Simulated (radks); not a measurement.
# Ar¹³⁺ in [He] 2s2 2p1: an all-electron calculation

Aim: the levels, the sizes of the orbitals and the parts of the energy of the argon ion Ar13+.

The numbers are computed with radks (a radial shooting solver on a logarithmic mesh, Libxc functionals) version 1 (non-relativistic Kohn-Sham, r2SCAN, spin-polarised, spherical densities, point nucleus; open shells are filled with parallel spins first), except any that are marked as measured or tabulated.

### Step 1. Starting point

```
element       : argon (Z = 18)
charge        : +13
electrons     : 5
configuration : [He] 2s2 2p1
```

Outer shells as boxes (Hund's rule):

Ar¹³⁺
```
[He] core
2s [↑↓]
2p [↑ ][  ][  ]
```

### Step 2. The run

The run's settings:

```text
Z 18
configuration [He] 2s2 2p1
relativity non-relativistic
functional r2scan,r2scan
spin polarised
nucleus point
```

Run with:

```bash
> python run_ks.py task.json out
```

All runs below come from this command, one after another.

What does the calculation give?

**Answer**, as computed:

| quantity | value |
| --- | --- |
| total energy | -405.18428 hartree |
| exchange-correlation share of it | 3.99 % |
| −T/E | 0.9996 |
| highest occupied level | 2p up, -719.69 eV |
| most extended occupied level | 2s down, <r> = 0.372 bohr |
| radius at density 0.001 e/bohr³ | 1.07 bohr |
| maxima of the radial density | 2 |
| ionisation energy, NIST | 755.1 (semi-emp.) eV |

The radial density shows 2 maxima for 2 occupied principal shells. −T/E = 0.9996, near the virial value of 1. Minus the highest eigenvalue, 719.69 eV, is 95 % of the tabulated ionisation energy (755.1 eV). Open shells are spherical and high-spin; term and fine-structure splittings are not resolved.
